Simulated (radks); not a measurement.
# Ca⁴⁺ in [Ne] 3s1 3p5: an all-electron calculation

One table from this session's results is given with a row withheld; the runs are named, their logs left out.

Method: scalar-relativistic Kohn-Sham, PBE, spin-polarised, spherical densities, point nucleus; open shells are filled with parallel spins first. Code: radks (a radial shooting solver on a logarithmic mesh, Libxc functionals) version 1.

**Starting point**

- element: calcium (Z = 20)
- charge: +4
- electrons: 16
- configuration: [Ne] 3s1 3p5

The outer shells:

Ca⁴⁺
```
[Ne] core
3s [↑ ]
3p [↑↓][↑↓][↑ ]
```

The first run:

Settings of this run:

```text
Z 20
configuration [Ne] 3s1 3p5
relativity scalar-relativistic
functional pbe,pbe
spin polarised
nucleus point
c 137.035999084
```

Command:

```
python run_ks.py task.json out
```

All runs below come from this command, one after another.

One of the session's tables, all rows but one given; the rest of the session is left out.

It belongs to the step «Radial structure». Radial moments (bohr):

| level | <r> | outermost maximum (interpolated) | 90 % within | nodes |
| --- | --- | --- | --- | --- |
| 1s up | 0.07684 | 0.0503 | 0.137 | 0 |
| 1s down | 0.07684 | 0.0503 | 0.137 | 0 |
| 2s up | 0.3637 | 0.300 | 0.566 | 1 |
| 2s down | ? | ? | ? | ? |
| 2p up | 0.3270 | 0.246 | 0.539 | 0 |
| 2p down | 0.3269 | 0.246 | 0.539 | 0 |
| 3s up | 1.091 | 0.968 | 1.61 | 2 |
| 3s down | 1.099 | 0.970 | 1.63 | 2 |
| 3p up | 1.153 | 1.00 | 1.74 | 1 |
| 3p down | 1.165 | 1.01 | 1.77 | 1 |

Estimate the missing values for 2s down.

**Answer.** <r>: 0.3636; outermost maximum (interpolated): 0.300; 90 % within: 0.566; nodes: 1. In the column «<r>» it lies between 2p up (0.3270) and 2s up (0.3637).
